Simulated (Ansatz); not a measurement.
# AlH2Br (SMILES [AlH2][Br]): CCSDT/STO-3G

What is the energy change on altering one bond length of AlH2Br at CCSDT/STO-3G? 

The results are computed with Ansatz 0.2.0.

58 further runs of the same task are left out: 7 that didn't finish, 51 set aside as unsound or not needed.

## Step 1: The structure to begin with

AlH2Br: 4 atoms, total charge 0, spin state singlet. SMILES: `[AlH2][Br]`. The coordinates come from a PBE0-D4/def2-TZVP relaxation.

Bond lengths: Al1–Br2 2.256 Å, Al1–H3 1.576 Å, Al1–H4 1.576 Å. Angles: Br2–Al1–H3 117.6°, Br2–Al1–H4 117.6°, H3–Al1–H4 124.9°.

## Step 2: A single-point energy at CCSDT/STO-3G

Contents of job.yaml:

```yaml
crystal:
  periodic: [false, false, false]
  atoms:
    - {symbol: Al, position_ang: [-0.148300, -0.064700, -0.110300]}
    - {symbol: Br, position_ang: [1.684900, 0.496600, 1.079700]}
    - {symbol: H, position_ang: [-0.561600, -1.584800, -0.139200]}
    - {symbol: H, position_ang: [-0.919700, 1.092700, -0.850400]}
basis:
  gaussian:
    orbitals: STO-3G
correlation:
  method: ccsdt
  frozen_orbitals: {Al: 5, Br: 9, H: 0}
scf:
  omitted_lower_state_checks: [cluster_reference, increment]
accuracy: high
total_charge: 0
```

Run with:

```sh
$ ansatz run job.yaml --threads 1 --pin off --max-ram 2610MiB --events-out events.jsonl --progress --plain --runs-dir runs
```

The program printed, cut to the lines that bear on the results:

```text
Warning: RAYON_NUM_THREADS=1 ignored (pool sized by the plan → 1); use --threads N
Functional definition: HF
  name "HF"
[...]
413 factors; integrals over basis functions are off by at most 1.5e-8 eV
[...]
mean field -75780.96065073 eV, -2784.8989377344 hartree, gradient 5.6e-8 eV, S^2 0.000000; 0 other end points of the search recorded, 0 dependent functions left out
14 core orbitals not correlated: weight in the atoms' cores, before any rotation towards them, 0.999 or more for the frozen orbitals, at most 0.001 for the correlated occupied ones
reference -75780.96065073 eV, -2784.8989377344 hartree; 11, 11 occupied and 4, 4 virtual orbitals, 413 factors
second order -0.93699251 eV of doubles, -0.00000000 eV of singles
cycle   1  -1.19074926 eV  change   -2.5e-1 eV  update   5.2e-2
[...]
cycle  20  -1.37222673 eV  change  -4.8e-11 eV  update   1.8e-9
Total energy: -75782.33287746 eV, -2784.9493661364 hartree
Checks for a lower state left out: cluster_reference, increment
```

It took 0.52 s on 1 thread of Arm Neoverse V1, shared host.

## Step 3: The distorted shape

Contents of job.yaml:

```yaml
crystal:
  periodic: [false, false, false]
  atoms:
    - {symbol: Al, position_ang: [-0.606582, -0.205020, -0.407789]}
    - {symbol: Br, position_ang: [1.684900, 0.496600, 1.079700]}
    - {symbol: H, position_ang: [-1.019882, -1.725120, -0.436689]}
    - {symbol: H, position_ang: [-1.377982, 0.952380, -1.147889]}
basis:
  gaussian:
    orbitals: STO-3G
correlation:
  method: ccsdt
  frozen_orbitals: {Al: 5, Br: 9, H: 0}
accuracy: high
scf:
  omitted_lower_state_checks: [cluster_reference, increment]
```

Run with:

```sh
$ ansatz run job.yaml --threads 1 --pin off --max-ram 2610MiB --events-out events.jsonl --progress --plain --runs-dir runs
```

The program printed, cut to the lines that bear on the results:

```text
Warning: RAYON_NUM_THREADS=1 ignored (pool sized by the plan → 1); use --threads N
Functional definition: HF
  name "HF"
[...]
393 factors; integrals over basis functions are off by at most 1.2e-8 eV
[...]
mean field -75778.65498854 eV, -2784.8142062116 hartree, gradient 6.2e-9 eV, S^2 0.000000; 0 other end points of the search recorded, 0 dependent functions left out
14 core orbitals not correlated: weight in the atoms' cores, before any rotation towards them, 0.999 or more for the frozen orbitals, at most 0.001 for the correlated occupied ones
reference -75778.65498854 eV, -2784.8142062116 hartree; 11, 11 occupied and 4, 4 virtual orbitals, 393 factors
second order -1.05065148 eV of doubles, -0.00000000 eV of singles
cycle   1  -1.34346730 eV  change   -2.9e-1 eV  update   6.9e-2
[...]
cycle  23  -1.58991375 eV  change  -3.6e-10 eV  update   2.3e-9
Total energy: -75780.24490229 eV, -2784.8726344642 hartree
Checks for a lower state left out: cluster_reference, increment
```

Wall time 0.54 s (1 thread of Arm Neoverse V1, shared host).

## Step 4: Outcome

Level: CCSDT/STO-3G, 14 core orbitals frozen.

```
                                                           quantity           value
                                          first shape: total energy  -2784.94937 Eh
          first shape: correlation energy (14 core orbitals frozen)       -50.4 mEh
                                         first shape: T1 diagnostic           0.006
                                      distorted shape: total energy  -2784.87263 Eh
      distorted shape: correlation energy (14 core orbitals frozen)       -58.4 mEh
                                     distorted shape: T1 diagnostic           0.011
energy change with the Al1–Br2 bond stretched from 2.256 to 2.821 Å        2.088 eV
```

**Reading.** With the Al1–Br2 bond stretched from 2.256 to 2.821 Å the energy rises by 2.09 eV (48 kcal/mol). The first shape isn't relaxed at this level, so the change isn't measured from a minimum. The minimal basis adds a large error of its own.
